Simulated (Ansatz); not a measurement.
# C3H8OSi: one species, many methods

The task here is to estimate one member of a computed series from the others.

Method: functionals in def2-TZVPP, the program's frozen cores in correlated methods; program: Ansatz 0.2.0, Gaussian basis.

Plan: PBE-D4, r2SCAN-D4, PBE0-D4, B3LYP-D4, ωB97X-V, ωB97M-V, B2PLYP; CCSD(T)/def2-TZVPP; MP2/def2-QZVPP; extrapolation to the limit.

## The geometry

All runs share one geometry, relaxed beforehand with PBE0-D4 in a triple-zeta def2 set.

13 atoms, charge 0, spin multiplicity 1.

Atoms are counted from 1 here; the program's logs count them from 0.

Bond lengths: C1–C2 1.328 Å, C1–H6 1.081 Å, C1–H7 1.084 Å, C2–O3 1.348 Å, C2–H8 1.086 Å, O3–Si4 1.664 Å, Si4–C5 1.859 Å, Si4–H9 1.488 Å, Si4–H10 1.482 Å, C5–H11 1.092 Å, C5–H12 1.094 Å, C5–H13 1.092 Å. Angles: C2–C1–H6 119.3°, C2–C1–H7 122.9°, H6–C1–H7 117.8°, C1–C2–O3 127.1°, C1–C2–H8 121.3°, O3–C2–H8 111.6°, C2–O3–Si4 127.1°, O3–Si4–C5 111.6°, O3–Si4–H9 109.7°, O3–Si4–H10 103.8°, C5–Si4–H9 110.6°, C5–Si4–H10 111.2°, H9–Si4–H10 109.7°, Si4–C5–H11 110.7°, Si4–C5–H12 109.9°, Si4–C5–H13 111.6°, H11–C5–H12 108.1°, H11–C5–H13 108.2° and more.

The first run:

Contents of in.yaml:

```yaml
crystal:
  periodic: [false, false, false]
  atoms:
    - {symbol: C, position_ang: [-0.440361, -1.986825, -0.009600]}
    - {symbol: C, position_ang: [0.668851, -1.552621, -0.595859]}
    - {symbol: O, position_ang: [0.945844, -0.289820, -0.978161]}
    - {symbol: Si, position_ang: [0.014816, 1.065397, -0.720319]}
    - {symbol: C, position_ang: [-0.039347, 1.526404, 1.080050]}
    - {symbol: H, position_ang: [-0.532332, -3.035241, 0.237450]}
    - {symbol: H, position_ang: [-1.276024, -1.337493, 0.224028]}
    - {symbol: H, position_ang: [1.485828, -2.229270, -0.830042]}
    - {symbol: H, position_ang: [-1.359634, 0.835628, -1.243059]}
    - {symbol: H, position_ang: [0.685924, 2.114654, -1.522945]}
    - {symbol: H, position_ang: [0.967452, 1.709672, 1.462081]}
    - {symbol: H, position_ang: [-0.625311, 2.440176, 1.212895]}
    - {symbol: H, position_ang: [-0.495688, 0.739329, 1.683461]}
basis:
  gaussian: {orbitals: def2-TZVPP}
hamiltonian: {xc: pbe, dispersion: d4}
output: {forces: true, orbitals: {seedname: orbitals}}
```

Started as:

```bash
ansatz run in.yaml --threads 2 --pin off --events-out ev --progress --plain --max-ram 32768MiB --backend cuda --devices 0, --max-vram 18GiB
```

Among the steps run: PBE-D4 (GGA); r2SCAN-D4 (meta-GGA); PBE0-D4 (hybrid); B3LYP-D4 (hybrid); ωB97X-V (range-separated); ωB97M-V (range-separated); B2PLYP (double hybrid); CCSD(T) in def2-TZVPP; MP2 in def2-QZVPP.

One table of the session follows, with a row left open; its other results are not shown here.

```
            method  atomisation energy (kJ/mol)
            PBE-D4                       5109.4
         r2SCAN-D4                       5046.6
           PBE0-D4                            ?
          B3LYP-D4                       5039.5
           ωB97X-V                       5043.6
           ωB97M-V                       5048.4
            B2PLYP                       4986.9
     HF/def2-TZVPP                       3753.8
    MP2/def2-TZVPP                       4975.6
   CCSD/def2-TZVPP                       4849.6
CCSD(T)/def2-TZVPP                       4915.5
           MP2/CBS                       5096.6
       CCSD(T)/CBS                       5036.5
```

Estimate the missing values for PBE0-D4.

**Answer.** atomisation energy (kJ/mol): 5035.8. In the column «atomisation energy (kJ/mol)» it lies between B2PLYP (4986.9) and CCSD(T)/CBS (5036.5).
